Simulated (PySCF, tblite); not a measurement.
# C6H9AlN2O: geometry, infrared bands and NMR shifts

Wanted: the infrared bands and NMR shifts of C6H9AlN2O (`c1co[c]([Al]2[NH]CC[NH]2)c1`), by calculation.

Programs: tblite 0.8.0 and PySCF 2.14.0, with density-fitted response routines of our own. Each step states its level of theory. These are calculated values for one molecule in the gas phase, unless marked as measured. Atoms are numbered from 0 throughout.

## (1) The molecule as given

19 atoms, charge 0, multiplicity 1; geometry from: force field or distance geometry start.

Bonds of the start (Å): C0–C1 1.39, C1–O2 1.30, O2–C3 1.31, C3–Al4 1.99, Al4–N5 1.94, N5–C6 1.40, C6–C7 1.44, C7–N8 1.41, C3–C9 1.38, C9–C0 1.41, N8–Al4 1.92, C0–H10 1.05, C1–H11 1.08, N5–H12 1.03, C6–H13 1.11, C6–H14 1.12, C7–H15 1.13, C7–H16 1.13, N8–H17 1.03, C9–H18 1.07.

## (2) Optimising the geometry with GFN2-xTB

The job: settings as JSON, then the geometry in Å.

```
{"job": {"kind": "relax", "xc": "GFN2-xTB", "basis": "xTB"}, "charge": 0, "multiplicity": 1}
C      3.510300    -0.670500    -0.391800
C      3.589000     0.717000    -0.340100
O      2.431200     1.205800     0.001800
C      1.542200     0.262900     0.155800
Al    -0.353500     0.562400     0.673400
N     -1.556000     1.550400    -0.487000
C     -2.397300     0.543400    -0.960900
C     -2.466600    -0.681700    -0.215600
N     -1.593300    -0.897000     0.867100
C      2.168100    -0.950100    -0.064900
H      4.252900    -1.381400    -0.628100
H      4.479000     1.298400    -0.519200
H     -1.955800     2.371900    -0.011500
H     -3.409500     0.979600    -1.071100
H     -2.081600     0.325100    -2.017100
H     -2.328300    -1.549100    -0.924300
H     -3.518200    -0.837800     0.158800
H     -2.001500    -0.943600     1.808500
H      1.679100    -1.896300     0.004200
```

Run with:

```sh
$ OMP_NUM_THREADS=1 python probes_run.py task.json out
```

One launch serves the whole session: the jobs run in the order shown.

**Question.** This job is followed by: GFN2-xTB harmonic vibrations, gas phase; GIAO PBE0/pcSseg-1 NMR shielding, non-relativistic, gas phase. What will the session give for the following? strongest single infrared mode (GFN2-xTB); zero-point energy (GFN2-xTB); 13C shifts against TMS (PBE0/pcSseg-1, means over atoms taken as alike); 1H shifts against TMS (PBE0/pcSseg-1, means over atoms taken as alike); 17O shifts against H2O (PBE0/pcSseg-1); 27Al shifts against AlH4- (PBE0/pcSseg-1); 15N shifts against NH3 (PBE0/pcSseg-1, means over atoms taken as alike).

The runs gave:

```
                                                               quantity                                 value
                              strongest single infrared mode (GFN2-xTB)                 2903 cm⁻¹, 200 km/mol
                                           zero-point energy (GFN2-xTB)                         90.1 kcal/mol
13C shifts against TMS (PBE0/pcSseg-1, means over atoms taken as alike)  168.7, 153.6, 127.5, 118.2, 48.1 ppm
 1H shifts against TMS (PBE0/pcSseg-1, means over atoms taken as alike)      7.98, 7.26, 6.94, 3.51, 0.86 ppm
                                 17O shifts against H2O (PBE0/pcSseg-1)                             326.9 ppm
                              27Al shifts against AlH4- (PBE0/pcSseg-1)                              55.5 ppm
15N shifts against NH3 (PBE0/pcSseg-1, means over atoms taken as alike)                              30.2 ppm
```

In words: Relaxing lowered the energy by 1.644 eV in 172 steps; the close pair that moved most is O2–Al4, from 2.936 to 2.196 Å. The lowest mode is imaginary (22i cm⁻¹), so the xTB geometry is not a minimum. The strongest single mode, at 2903 cm⁻¹, moves mainly H13. GFN2-xTB is a fitted tight-binding method: band positions and strengths are rough. Its intensities can rank the bands wrongly. At PBE0/pcSseg-1: The largest span, 389 ppm, is at O2, where the paramagnetic term is -393 ppm. NICS(1)zz of -30 ppm above the planar ring from C0 marks a diatropic (aromatic) ring current.
